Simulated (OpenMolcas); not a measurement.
**Ho³⁺ among point charges: CASSCF levels and susceptibility**

Aim: the splitting of the states of Ho³⁺ in the field of 4 point charges, its lowest levels with spin-orbit coupling and its magnetic susceptibility.

Method: state-averaged CASSCF, spin-orbit coupling by RASSI with atomic mean-field integrals. Code: OpenMolcas 26.06.

### 1 The system

| Item | Value |
| --- | --- |
| Species | Ho³⁺ (holmium, Z = 67, 64 electrons) |
| Basis | ANO-RCC-VTZP [8s7p5d3f2g1h], 104 functions |
| Scalar Hamiltonian | DKH2, point nucleus |
| Inactive shells | 1s 2s 2p 3s 3p 3d 4s 4p 4d 5s 5p |
| Active space | 10 electrons in 7 orbitals (4f) |
| Some configurations of this space | 4f10 |
| Orbitals | optimised for the highest spin of each parity, averaged over all roots |

The outer shells:

4f10
```
4f [↑↓][↑↓][↑↓][↑ ][↑ ][↑ ][↑ ]
```

The ion sits among 4 point charges of -1.5 e arranged as a tetrahedron (Td), 2.71 Å from the ion.

The work runs as a chain of OpenMolcas steps in one folder; each step below is one input file. Labels, J, g values, rates, χT and fits are worked out afterwards by a script from the matrices that RASSI stores.

### 2 Basis and integrals

The input, a.inp:

```
&GATEWAY
Coord
1

Ho 0.0 0.0 0.0
Basis=ANO-RCC-VTZP
Group=NoSym
NoMove
AngMom=0.0 0.0 0.0
AMFI
XField
4 Angstrom 0
1.564619 1.564619 1.564619 -1.500000
1.564619 -1.564619 -1.564619 -1.500000
-1.564619 1.564619 -1.564619 -1.500000
-1.564619 -1.564619 1.564619 -1.500000
&SEWARD
```

Command:

```
$ OMP_NUM_THREADS=1 MOLCAS_MEM=2252 MOLCAS_PROJECT=a pymolcas a.inp > a.log
```

### 3 Reference wave functions, quintets, 35 roots

The input, a.inp:

```
&RASSCF
FileOrb=start.orb
Symmetry=1
Spin=5
nActEl=10 0 0
Inactive=27
Ras2=7
CIRoot=35 35 1
SDav=35
CIMx=300
Iter=120 100
PrWF=0.3
OrbListing=Nothing
MaxOrb=0
>>> COPY $Project.JobIph JOB001
```

start.orb holds the contracted functions of the basis, ordered by shell, or the orbitals of the step before.

### 4 CASSCF: triplets, 162 roots

The input, a.inp:

```
&RASSCF
FileOrb=start.orb
Symmetry=1
Spin=3
nActEl=10 0 0
Inactive=27
Ras2=7
CIRoot=162 162 1
SDav=210
CIMx=300
Iter=120 100
PrWF=0.3
OrbListing=Nothing
MaxOrb=0
CIOnly
>>> COPY $Project.JobIph JOB002
```

### 5 CASSCF: singlets, 162 roots

The input, a.inp:

```
&RASSCF
FileOrb=start.orb
Symmetry=1
Spin=1
nActEl=10 0 0
Inactive=27
Ras2=7
CIRoot=162 162 1
SDav=196
CIMx=300
Iter=120 100
PrWF=0.3
OrbListing=Nothing
MaxOrb=0
CIOnly
>>> COPY $Project.JobIph JOB003
```

### 6 State interaction with spin-orbit coupling

The input, a.inp:

```
&RASSI
NrOfJobIphs=3 30 99 31
1 2 3 4 5 6 7 8 9 10 11 12 13 14 15 16 17 18 19 20 21 22 23 24 25 26 27
28 29 30
1 2 3 4 5 6 7 8 9 10 11 12 13 14 15 16 17 18 19 20 21 22 23 24 25 26 27
28 29 30 31 32 33 34 35 36 37 38 39 40 41 42 43 44 45 46 47 48 49 50 51
52 53 54 55 56 57 58 59 60 61 62 63 64 65 66 67 68 69 70 71 72 73 74 75
76 77 78 79 80 81 82 83 84 85 86 87 88 89 90 91 92 93 94 95 96 97 98 99
1 2 3 4 5 6 7 8 9 10 11 12 13 14 15 16 17 18 19 20 21 22 23 24 25 26 27
28 29 30 31
IphNames
JOB001
JOB002
JOB003
EJob
SpinOrbit
DIPRint=1.0
SOCoupling=1000.0
Subsets=2
Property=9
'ANGMOM' 1 'ANGMOM' 2 'ANGMOM' 3 'MLTPL  1' 1 'MLTPL  1' 2 'MLTPL  1' 3
'AMFI' 1 'AMFI' 2 'AMFI' 3
SOProperty=3
'ANGMOM' 1 'ANGMOM' 2 'ANGMOM' 3
```

What does the calculation give? Wanted: spin-free ground state; first state of the same spin within the active space; lowest level; next level.

**Answer**, as computed:

```
                                            quantity                            value
                                              method                           CASSCF
                              spin-free ground state  5A1, 1-fold in its orbital part
first state of the same spin within the active space                 5T1 at 6.54 cm⁻¹
                                        lowest level                        3-fold T2
                                          next level                         2.3 cm⁻¹
                                         χT at 300 K                  13.93 cm³ K/mol
                           effective moment at 300 K                         10.56 μB
```

The spin-free ground state (5A1) comes to 100 % from free-ion I terms and keeps the highest spin of the shell. The triplets, singlets rest on orbitals optimised for another spin in at least one step, which raises them against the optimised states. Not all states of the active space went into the spin-orbit step. High states of lower spin are left out of the spin-orbit mixing, and CASSCF puts spin-flip levels too high. This is an electrostatic model: the charges have no orbitals.
